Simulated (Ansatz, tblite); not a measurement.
# NaTlS2 with GFN1-xTB from a Python script

These are simulated results from tblite 0.8.0, not measurements. The cell was built from a prototype and was relaxed with r2SCAN in plane waves (Ansatz 0.2.0). It may be hypothetical. All runs are without spin polarisation.

It is tetragonal, P-4m2 (No. 115); conventional cell a = 4.253 Å, c = 13.078 Å, 29.57 Å³ an atom. Na has 4 S at 2.64–2.88 Å; S has 4 Na at 2.64 Å; S has 2 Tl at 2.52 Å and 2 Na at 2.88 Å; Tl has 4 S at 2.52–2.71 Å; S has 4 Tl at 2.71 Å.

tblite solves periodic systems at the zone centre alone, so the script builds a cluster of 2×2×1 conventional cells (32 atoms), which folds in a coarse mesh of k points.

The script, run.py:

```python
import json
from ase import Atoms
from ase.build import make_supercell
from ase.units import Bohr, GPa, Hartree
from tblite.interface import Calculator

atoms = Atoms(['Na', 'S', 'Na', 'S', 'Tl', 'S', 'Tl', 'S'],
              cell=[[4.25323933, 0.0, 0.0], [0.0, 4.25323933, 0.0], [0.0, 0.0, 13.07755753]],
              scaled_positions=[[0.5, 0.0, 0.880484818], [0.5, 0.5, 0.0], [0.0, 0.5, 0.119515182], [0.0, 0.0, 0.268057569], [0.5, 0.0, 0.371917906], [0.5, 0.5, 0.5], [0.0, 0.5, 0.628082094], [0.0, 0.0, 0.731942431]],
              pbc=True)
cluster = make_supercell(atoms, [[2, 0, 0], [0, 2, 0], [0, 0, 1]])
calc = Calculator('GFN1-xTB', cluster.numbers, cluster.positions / Bohr, lattice=cluster.cell[:] / Bohr, periodic=cluster.pbc)
calc.set('temperature', 0.02 / Hartree)
calc.set('max-iter', 150)
res = calc.singlepoint()
levels = res.get('orbital-energies') * Hartree
nv = round(res.get('orbital-occupations').sum() / 2)
cells = len(cluster) // len(atoms)
out = {'energy_per_cell': res.get('energy') * Hartree / cells, 'homo': levels[nv - 1], 'lumo': levels[nv],
       'stress': (-res.get('virial') * Hartree / cluster.get_volume() / GPa).tolist(), 'charges': res.get('charges')[:len(atoms)].tolist(), 'electrons': 2 * nv / cells}
json.dump(out, open('results.json', 'w'))
for key, value in out.items():
    print(key, value)
```

Command: `python run.py`. It took 1.4 s on 1 thread of Arm Neoverse V2, with other jobs on the host, peak memory 0.099 GiB.

The log:

```
------------------------------------------------------------
  cycle        total energy    energy error   density error
------------------------------------------------------------
      1     -68.05594144993  -6.7970727E+01   6.9029059E-01
      2     -31.69814457876   3.6357797E+01   1.0564548E+00
      3     -68.79097618765  -3.7092832E+01   4.6677048E-01
      4     -71.20421482323  -2.4132386E+00   3.8011374E-01
      5     -71.03125772252   1.7295710E-01   3.0276026E-01
      6     -72.13327532813  -1.1020176E+00   6.3887029E-02
      7     -72.20149664565  -6.8221318E-02   5.7206706E-02
      8     -72.20029877227   1.1978734E-03   6.8420092E-02
      9     -72.11808228642   8.2216486E-02   9.4136788E-02
     10     -71.34238893094   7.7569336E-01   2.0378621E-01
     11     -72.22008445104  -8.7769552E-01   2.6255785E-02
     12     -72.22753932940  -7.4548784E-03   1.8273819E-02
     13     -72.22737253894   1.6679046E-04   2.2943879E-02
     14     -72.23044965144  -3.0771125E-03   1.4853143E-02
     15     -72.22894250150   1.5071499E-03   1.6836340E-02
     16     -72.23342102137  -4.4785199E-03   1.7134282E-03
     17     -72.23321379824   2.0722313E-04   3.9607058E-03
     18     -72.23346759018  -2.5379194E-04   3.8144350E-04
     19     -72.23344108499   2.6505194E-05   1.1847267E-03
     20     -72.23346744523  -2.6360244E-05   2.8196217E-04
     21     -72.23346283345   4.6117833E-06   5.4296084E-04
     22     -72.23346779550  -4.9620509E-06   1.9888585E-04
     23     -72.23346852235  -7.2684662E-07   4.2939414E-05
     24     -72.23346854593  -2.3587958E-08   2.4039807E-05
     25     -72.23346855639  -1.0456361E-08   5.6265461E-07
------------------------------------------------------------

 total:                                   0.825 sec
energy_per_cell -491.39319919172937
homo -8.620445605520107
lumo -8.620442718513324
stress [[1.66463788052781, 2.496269686968682e-06, -4.822487371558244e-06], [2.496269687022346e-06, 1.664653080314307, 9.282283776592756e-07], [-4.8224873716967575e-06, 9.282283776558515e-07, 0.20859671770347477]]
charges [0.40268327465075565, -0.5365919811476885, 0.4027225730476989, -0.34998763936437205, 0.36091645504636705, -0.2906767224070005, 0.36090616784335017, -0.3499758277373591]
electrons 32.0
```

The cycle table is in hartree for the whole cluster, and the lines after it are in eV (the energy for one cell). The printed stress is in GPa and positive in compression, and the pressure is its mean diagonal.

GFN1-xTB gives no gap at the points read. On the same cell, plane-wave PBE (Ansatz, 6×6×2 k points and the special points) gives no gap (an overlap of 0.17 eV at the points read) and r2SCAN no gap (an overlap of 0.19 eV at the points read); on shared hosts these took about 17 and 43 core-seconds on the 8-atom cell, against 1.4 for the script. Spin-orbit coupling, left out in all these runs, can cut or reorder the gap by tenths of an eV, up to about 1 eV with Pb or Bi.

The same script was run on cells scaled at fixed shape and fractional coordinates:

```tsv
volume (Å³/atom)	energy (meV/atom)	pressure (GPa, positive in compression)	gap (eV)
26.02	87.2	7.35	0.00
27.80	26.7	3.77	0.00
29.57	0.0	1.18	0.00
31.35	-1.9	-0.75	0.00
33.12	14.8	-2.20	0.00
```

A Birch-Murnaghan fit puts the minimum at 30.59 Å³/atom, 3.4 % above the given cell, with a bulk modulus of 32.4 GPa at fixed shape.

xTB was fitted mostly to molecules, and a small cluster samples few k points, so gaps, pressures and kinks along a curve can be far from a solid's.

Spin-orbit coupling is left out; in compounds of Pb, Bi, Tl or Hg it can lower a gap by up to about 1 eV, split its edges or invert the bands.
